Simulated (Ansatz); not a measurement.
## Zr3HC2, space group P-3m1: a comparison of functionals at one structure, step by step

Computed with Ansatz 0.2.0, Python API.

`POSCAR_zr3hc2`
```text
Zr3HC2
1.0
   3.35958032    0.00000000    0.00000000
  -1.67979016    2.90948191    0.00000000
   0.00000000    0.00000000    8.02384600
Zr H C
3 1 2
Direct
   0.00000000    0.00000000    0.50000000
   0.33333333    0.66666667    0.17808500
   0.66666667    0.33333333    0.82191500
   0.00000000    0.00000000    0.00000000
   0.33333333    0.66666667    0.67558300
   0.66666667    0.33333333    0.32441700
```

At the Python prompt:
```pycon
>>> import ansatz as az
>>> from ase.io import read
>>> import pandas as pd
>>> atoms = read("POSCAR_zr3hc2", format="vasp")
>>> zr3hc2 = az.Crystal.from_ase(atoms)
>>> calc = (
...     zr3hc2.calculation()
...     .basis(510)
...     .kpoints(spacing=0.32)
...     .occupations("fermi_dirac", width=100 * az.meV)
...     .stress()
... )
>>> rows = []
>>> for value in ["lda", "pbesol", "blyp"]:
...     summary = calc.functional(value).run().report
...     rows.append((value, summary["free_energy_ev"] / len(summary["lattice"]["sites"]), summary["n_iterations"], sum(summary["stress_gpa"][i][i] for i in range(3)) / 3, summary["n_kpoints"]))
...
>>> table = pd.DataFrame(rows, columns=["functional", "F/atom (eV)", "iterations", "P (GPa)", "k-points"])
>>> table.round(5)
  functional  F/atom (eV)  iterations   P (GPa)  k-points
0        lda  -2123.14896           7 -10.22717        20
1     pbesol  -2149.96989           6  -6.69928        20
2       blyp  -2185.54739           7   4.15258        20
```

From lowest to highest: LDA (-10.2 GPa), PBEsol (-6.7 GPa) and BLYP (4.2 GPa). At a fixed cell a lower pressure usually means a smaller equilibrium volume, so LDA prefers the smallest cell and BLYP the largest.

Notes:
- BLYP can be off by several per cent in the lattices of metals, and by several GPa in the pressure at a fixed cell.
- The mesh is modest for a metal, so energies can be off by several to tens of meV an atom and pressures by half a GPa or more; differences at equal mesh fare better.
- Pressure is positive in compression.
- The structure comes from a database of computed cells and needn't be a stable or known phase.
- Total energies of different functionals can't be compared; pressures, moments and gaps at this one structure can.
- Finished in 12 s on 1 thread of Intel(R) Xeon(R) Platinum 8259CL CPU @ 2.50GHz (Skylake/Cascade Lake), on a shared host, peak memory 0.55 GiB.
